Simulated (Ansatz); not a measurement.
# Ge5Pt: the cost of one run

Program: Ansatz 0.2.0. Level of theory: DFT PBE, scalar-relativistic, plane waves, PAW. These are calculated values, not measurements.

### Step 1. Starting point

The structure is hexagonal, space group P6/mmm (No. 191). The conventional cell has a = 5.390 Å, b = 5.390 Å, c = 4.352 Å, α = 90.00°, β = 90.00°, γ = 120.00°. Ge (site symmetry -6m2) has 6 Ge at 2.68 Å as nearest neighbours. Around Ge (site symmetry mmm) lie 8 Ge at 2.68 to 2.70 Å. Pt (site symmetry 6/mmm) is surrounded by 18 Ge at 3.11 to 3.46 Å.

As a file:

```cif
data_structure
_symmetry_space_group_name_H-M 'P6/mmm'
_symmetry_Int_Tables_number 191
_cell_length_a 5.3904
_cell_length_b 5.3904
_cell_length_c 4.3524
_cell_angle_alpha 90.000
_cell_angle_beta 90.000
_cell_angle_gamma 120.000
_cell_volume 109.52
loop_
_atom_site_label
_atom_site_type_symbol
_atom_site_symmetry_multiplicity
_atom_site_Wyckoff_symbol
_atom_site_fract_x
_atom_site_fract_y
_atom_site_fract_z
_atom_site_occupancy
Ge1 Ge 2 c 0.33333 0.66667 0.00000 1
Ge2 Ge 3 g 0.50000 0.00000 0.50000 1
Pt1 Pt 1 a 0.00000 0.00000 0.00000 1
```

Recipe of the guess: species swapped into a database cell of SmCu5 (P6/mmm, No. 191), with Pt on the Sm sites and Ge on the Cu sites. Its size is a rough estimate.

### Step 2. Probe: one point on a coarse mesh

File input.yaml:

```yaml
crystal:
  lattice:
    - [5.39041446, 0.0, 0.0]
    - [-2.69520723, 4.66823586, 0.0]
    - [0.0, 0.0, 4.35244421]
  atoms:
    - { symbol: Ge, position: [0.33333333, 0.66666667, 0.0] }
    - { symbol: Ge, position: [0.66666667, 0.33333333, 0.0] }
    - { symbol: Ge, position: [0.5, 0.0, 0.5] }
    - { symbol: Ge, position: [0.5, 0.5, 0.5] }
    - { symbol: Ge, position: [0.0, 0.5, 0.5] }
    - { symbol: Pt, position: [0.0, 0.0, 0.0] }
basis:
  ecutwfc: 420
kpoints:
  mp_grid: { grid: [6, 6, 4] }
hamiltonian:
  xc: pbe
scf:
  occupations: { method: gaussian, width: 0.1 }
  lower_state_search: "off"
output:
  forces: true
  stress: true
  eigenvalues: true
```

On the command line:

```sh
ansatz run input.yaml --threads 1 --pin off --max-ram 2560MiB --backend cpu --events-out ev --progress --plain --runs-dir out
```

Q: Estimate wall time and peak memory on 1 thread of Intel Xeon 6975P-C (Granite Rapids), shared host.

About 3.5 s, with a peak of 0.47 GiB.
